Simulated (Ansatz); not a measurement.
# C3H10O2Si: the cost of one run

Method: RKS PBE-D4/STO-3G, in Ansatz 0.2.0.

1 further run of the same task is left out (it didn't finish).

**1. The starting structure**

Bond lengths (14 of 15 bonds, heavy atoms first): C1–O2 1.480 Å, O2–C3 1.422 Å, C3–Si4 1.870 Å, Si4–O5 1.686 Å, O5–C6 1.416 Å, C1–H7 1.081 Å, C1–H8 1.095 Å, C1–H9 1.084 Å, C3–H10 1.082 Å, C3–H11 1.137 Å, Si4–H12 1.437 Å, Si4–H13 1.577 Å, C6–H14 1.117 Å, C6–H15 1.126 Å. Angles (14 of 26 angles, heavy atoms first): C1–O2–C3 111.3°, O2–C3–Si4 120.3°, C3–Si4–O5 112.6°, Si4–O5–C6 121.6°, O2–C1–H7 104.4°, O2–C1–H8 107.1°, O2–C1–H9 107.7°, O2–C3–H10 109.9°, O2–C3–H11 107.4°, Si4–C3–H10 107.3°, Si4–C3–H11 105.2°, C3–Si4–H12 113.3°, C3–Si4–H13 108.6°, O5–Si4–H12 109.2°.

As a file:

```xyz
16

C     0.4239   -2.5627   -0.3815
O    -0.1266   -1.1884   -0.3860
C     0.9031   -0.2194   -0.5335
Si    0.4909    1.6042   -0.5098
O    -0.3219    2.0650    0.8931
C    -1.5309    1.4436    1.2883
H    -0.4442   -3.1999   -0.2867
H     0.9232   -2.7131   -1.3448
H     1.0614   -2.6594    0.4897
H     1.4617   -0.4105   -1.4400
H     1.6382   -0.3702    0.3211
H     1.6397    2.4480   -0.6905
H    -0.5576    1.8965   -1.6511
H    -1.9473    1.9481    2.1940
H    -1.3530    0.3655    1.5614
H    -2.2835    1.5300    0.5205
```

**2. End point A**

input.yaml

```yaml
crystal:
  periodic: [false, false, false]
  atoms:
    - { symbol: C, position_ang: [0.4239, -2.5627, -0.3815] }
    - { symbol: O, position_ang: [-0.1266, -1.1884, -0.386] }
    - { symbol: C, position_ang: [0.9031, -0.2194, -0.5335] }
    - { symbol: Si, position_ang: [0.4909, 1.6042, -0.5098] }
    - { symbol: O, position_ang: [-0.3219, 2.065, 0.8931] }
    - { symbol: C, position_ang: [-1.5309, 1.4436, 1.2883] }
    - { symbol: H, position_ang: [-0.4442, -3.1999, -0.2867] }
    - { symbol: H, position_ang: [0.9232, -2.7131, -1.3448] }
    - { symbol: H, position_ang: [1.0614, -2.6594, 0.4897] }
    - { symbol: H, position_ang: [1.4617, -0.4105, -1.44] }
    - { symbol: H, position_ang: [1.6382, -0.3702, 0.3211] }
    - { symbol: H, position_ang: [1.6397, 2.448, -0.6905] }
    - { symbol: H, position_ang: [-0.5576, 1.8965, -1.6511] }
    - { symbol: H, position_ang: [-1.9473, 1.9481, 2.194] }
    - { symbol: H, position_ang: [-1.353, 0.3655, 1.5614] }
    - { symbol: H, position_ang: [-2.2835, 1.53, 0.5205] }
basis:
  gaussian: { orbitals: STO-3G }
hamiltonian:
  xc: pbe
  dispersion: d4
relax:
  f_tol: 0.015
  max_steps: 40
output:
  orbitals: {}
```

Launch:

```bash
$ ansatz run input.yaml --threads 1 --pin off --max-ram 2048MiB --backend cpu --events-out ev --progress --plain --runs-dir out
```

Q: Estimate wall time and peak memory on 1 thread of Intel Xeon Platinum 8488C (Sapphire Rapids), shared host.

About 33 s, with a peak of 0.15 GiB.
